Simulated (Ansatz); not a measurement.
I need a rigid scan of one bond angle of CH2OSTe, SMILES OC(=S)[TeH]. Use Ansatz's Python interface. Level of theory (for the species named): r2scan0, def2-SVP basis, multiplicity 1.

```xyz
6

O     1.3496   -0.1041   -0.6347
C     0.2072   -0.5607    0.0546
S     0.3876   -1.7710    1.1112
Te   -1.6476    0.2600   -0.2555
H     1.1858    0.6877   -1.3294
H    -1.4405    1.4241    1.0077
```

`ch2oste_bend.py`
```python
# -*- coding: utf-8 -*-
import ansatz as az
from ase import Atoms


def main():
    atoms = Atoms(['O', 'C', 'S', 'Te', 'H', 'H'], positions=[
        (1.3496, -0.1041, -0.6347),
        (0.2072, -0.5607, 0.0546),
        (0.3876, -1.771, 1.1112),
        (-1.6476, 0.26, -0.2555),
        (1.1858, 0.6877, -1.3294),
        (-1.4405, 1.4241, 1.0077),
    ])

    first = (
        az.Crystal.molecule_from_ase(atoms).calculation()
        .basis(gaussian='def2-SVP')
        .functional('R2SCAN0')
        .relax(force_tolerance=0.02, max_steps=80)
    )
    atoms.positions = first.run(threads=1).report['positions_ang']

    rows = []
    for angle in [85, 95, 105, 115, 125, 140, 160]:
        bent = atoms.copy()
        bent.set_angle(1, 3, 5, angle, indices=[5])
        model = (
            az.Crystal.molecule_from_ase(bent).calculation()
            .basis(gaussian='def2-SVP')
            .functional('R2SCAN0')
        )
        rows.append((angle, model.run(threads=1).report['free_energy_ev']))
    floor = min(e for _, e in rows)
    for angle, e in rows:
        print(f'angle C1-Te3-H5 = {angle:3d} deg   {1000 * (e - floor):9.1f} meV')


if __name__ == '__main__':
    main()
```

```console
$ python ch2oste_bend.py
angle C1-Te3-H5 =  85 deg        22.6 meV
angle C1-Te3-H5 =  95 deg         0.0 meV
angle C1-Te3-H5 = 105 deg       105.2 meV
angle C1-Te3-H5 = 115 deg       324.9 meV
angle C1-Te3-H5 = 125 deg       646.9 meV
angle C1-Te3-H5 = 140 deg      1289.1 meV
angle C1-Te3-H5 = 160 deg      2299.9 meV
```

The scan is rigid, and the energies are electronic, in a modest basis. The zero is the lowest point of the grid, which needn't be the minimum. def2 sets replace the cores of elements past krypton by effective core potentials. Timing: 2.9 min on 1 thread of Arm Neoverse V1 (shared host), peak memory 0.27 GiB.
